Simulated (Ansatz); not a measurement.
**Cu27, 27 atoms: tuning a run for speed**

To be measured: the time of a single point at PBE on Cu27, and which launch flags, input keys and shares of the machine shorten it.

Program: Ansatz 0.2.0 (single point, PBE, plane waves PAW). Host: AMD EPYC 7R13 (Zen 3), 96 cores, 96 hardware threads, 1656 GiB, 8 × H100 80GB HBM3, 81559 MiB; it was booked for these runs alone, one at a time. Each run is timed once from launch to exit, start-up included.

### 1 The system

The cell holds 27 atoms in 309 Å³, 3×3×3 copies of a database cell, with the atoms displaced at random so that no symmetry is left.

### 2 First run

The input, input.yaml:

```yaml
crystal:
  lattice:
    - [0.000000, 5.366145, 5.366145]
    - [5.366145, 0.000000, 5.366145]
    - [5.366145, 5.366145, 0.000000]
  atoms:
    - { symbol: Cu, position: [0.000499, 0.006589, -0.004909] }
    - { symbol: Cu, position: [0.005231, -0.001366, 0.331955] }
    - { symbol: Cu, position: [0.010013, 0.000830, 0.666440] }
    - { symbol: Cu, position: [0.003845, 0.339273, -0.000163] }
    - { symbol: Cu, position: [0.003099, 0.328201, 0.331400] }
    - { symbol: Cu, position: [-0.002309, 0.326311, 0.658715] }
    - { symbol: Cu, position: [-0.008575, 0.665409, -0.000909] }
    - { symbol: Cu, position: [-0.001688, 0.667031, 0.326294] }
    - { symbol: Cu, position: [-0.000419, 0.667922, 0.670625] }
    - { symbol: Cu, position: [0.328873, -0.002108, -0.010622] }
    - { symbol: Cu, position: [0.330679, -0.011578, 0.325852] }
    - { symbol: Cu, position: [0.339139, -0.011605, 0.670876] }
    - { symbol: Cu, position: [0.335062, 0.331687, 0.002421] }
    - { symbol: Cu, position: [0.336114, 0.338844, 0.332119] }
    - { symbol: Cu, position: [0.330212, 0.330146, 0.661467] }
    - { symbol: Cu, position: [0.333097, 0.662525, 0.005632] }
    - { symbol: Cu, position: [0.323480, 0.660902, 0.328309] }
    - { symbol: Cu, position: [0.322302, 0.676693, 0.653973] }
    - { symbol: Cu, position: [0.665173, -0.002768, 0.008728] }
    - { symbol: Cu, position: [0.656202, 0.005649, 0.329478] }
    - { symbol: Cu, position: [0.665848, -0.003537, 0.670043] }
    - { symbol: Cu, position: [0.660670, 0.332917, 0.001863] }
    - { symbol: Cu, position: [0.676366, 0.320655, 0.341372] }
    - { symbol: Cu, position: [0.671664, 0.330784, 0.668274] }
    - { symbol: Cu, position: [0.664210, 0.675346, 0.001105] }
    - { symbol: Cu, position: [0.665530, 0.665465, 0.332280] }
    - { symbol: Cu, position: [0.665736, 0.662034, 0.677516] }
kpoints:
  mp_grid: { grid: [5, 5, 5] }
hamiltonian:
  xc: pbe
  pseudopotentials: { azcp: { folder: soft_1 } }
scf:
  occupations: { method: fermi_dirac, width: 0.1 }
output: { forces: true, stress: true }
```

Launch:

```bash
$ ansatz run input.yaml --backend cuda --devices 1 --events-out ev --progress --plain --runs-dir out
```

### 3 Change: f 4

Changes to input.yaml since step 2:

```diff
@@ -36,3 +36,3 @@
 hamiltonian:
-  xc: pbe
+  xc: r2scan
   pseudopotentials: { azcp: { folder: soft_1 } }
```

### 4 Change: f 8

Changes to input.yaml since step 3:

```diff
@@ -36,6 +36,7 @@
 hamiltonian:
-  xc: r2scan
-  pseudopotentials: { azcp: { folder: soft_1 } }
+  xc: pbe
+  pseudopotentials: { kind: paw_fr, azcp: { folder: soft_1 } }
+magnetization: { noncollinear: true, spin_orbit: true }
 scf:
   occupations: { method: fermi_dirac, width: 0.1 }
-output: { forces: true, stress: true }
+output: { eigenvalues: true }
```

### 5 Change: f 20

Changes to input.yaml since step 4:

```diff
@@ -37,6 +37,5 @@
   xc: pbe
-  pseudopotentials: { kind: paw_fr, azcp: { folder: soft_1 } }
-magnetization: { noncollinear: true, spin_orbit: true }
+  pseudopotentials: { kind: all_electron, lapw: {} }
 scf:
   occupations: { method: fermi_dirac, width: 0.1 }
-output: { eigenvalues: true }
+output: { forces: true, stress: true }
```

### 6 Change: f 30

Changes to input.yaml since step 5:

```diff
@@ -36,4 +36,4 @@
 hamiltonian:
-  xc: pbe
-  pseudopotentials: { kind: all_electron, lapw: {} }
+  xc: hse06
+  pseudopotentials: { azcp: { folder: soft_1 } }
 scf:
```

(Steps that only read results are left out.)

Q: Predict the timings and the best choice. Wanted: reference; best change; worst change.

As calculated:

| quantity | value |
| --- | --- |
| reference | 5.9 s on 1 GPU, 48 threads |
| best change | none beyond the noise |
| worst change | f 30: 27 times as slow |

**Reading.** Changes under about 6 % are taken as noise (0.3 s of jitter at start-up on so short a run). No change beats the defaults here. f 30 costs most. In the reference run the eigensolver takes 41 % of the time. The figures hold for this build, input and host.
